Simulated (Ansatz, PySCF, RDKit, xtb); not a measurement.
# C3H11FN2Si: ranking a sample of isomers

A sample of isomers of C3H11FN2Si is drawn. Aim: find which of them has the lowest free energy at 298.15 K, then its properties. The sample is small against all isomers, and the most stable one of this formula need not be in it.

The funnel: GFN2-xTB relaxations, single points with a density functional, relaxations at PBE-D3(BJ)/def2-SVP, harmonic vibrations (at GFN2-xTB), and a last energy at a higher level. All values are calculated.

### Step 1. Possible bonding patterns

Isomers were taken from a list of plausible structures; this is a sample, not all of them. That gives 8 candidates.

```csv
label,SMILES,spin
c029,CN(C)[Si@H](N)CF,singlet
c080,CCCN[Si@H](N)F,singlet
c100,C[C@H](CF)[SiH](N)N,singlet
c390,C[Si](N)(N)CCF,singlet
c451,CN[Si@H](F)N(C)C,singlet
c673,CC[Si](N)(N)CF,singlet
c738,NCC[Si@H](N)CF,singlet
c839,N[SiH2]NCCCF,singlet
```

Candidates are built by distance geometry, with a force field where one applies, in up to four conformers (letters a to d).

Q: Predict the outcome of this search (final energies at CCSD(T)/def2-SVP + MP2/def2-TZVPP - MP2/def2-SVP).

| quantity | value |
| --- | --- |
| lowest structure found | CCCN[Si@H](N)F, singlet |
| next finalist | CN[Si@H](F)N(C)C, singlet, 16.9 kcal/mol higher in G |
| share at equilibrium, among the finalists | 100.0 % |
| dipole moment (PBE0/def2-SVPD) | 2.01 D |
| HOMO energy (PBE0/def2-SVPD) | -6.96 eV |
| LUMO energy (PBE0/def2-SVPD) | 0.60 eV |
| HOMO–LUMO gap (PBE0/def2-SVPD) | 7.57 eV |
| lowest excitation (TD-PBE0/def2-SVPD) | 6.35 eV (f = 0.017) |
| strongest of the states computed, same level | 7.21 eV (f = 0.066) |
| lowest triplet excitation, same level, Tamm-Dancoff | 6.12 eV |
| vertical ionisation energy | 8.89 eV |
| vertical electron affinity | -1.78 eV (unbound: the value depends on the basis) |
| vertical triplet less singlet | +6.06 eV |

The search ends on `CCCN[Si@H](N)F`. Among the finalists first place is clear (16.9 kcal/mol); structures outside the list aren't covered. r2SCAN-D4/def2-SVP, PBE-D3(BJ)/def2-SVP, HF/def2-SVP and MP2/def2-SVP already put its bonding pattern lowest among the structures in one piece. One minimum inside the window was never screened. Lowest found is not proven lowest: the search is finite, and each finalist counts with one conformer. Only 8 drawn patterns were tried, so whole families of isomers are missing, and the result ranks this sample alone. The lowest isomer need not be the one that is made and kept in a bottle, which depends on barriers.
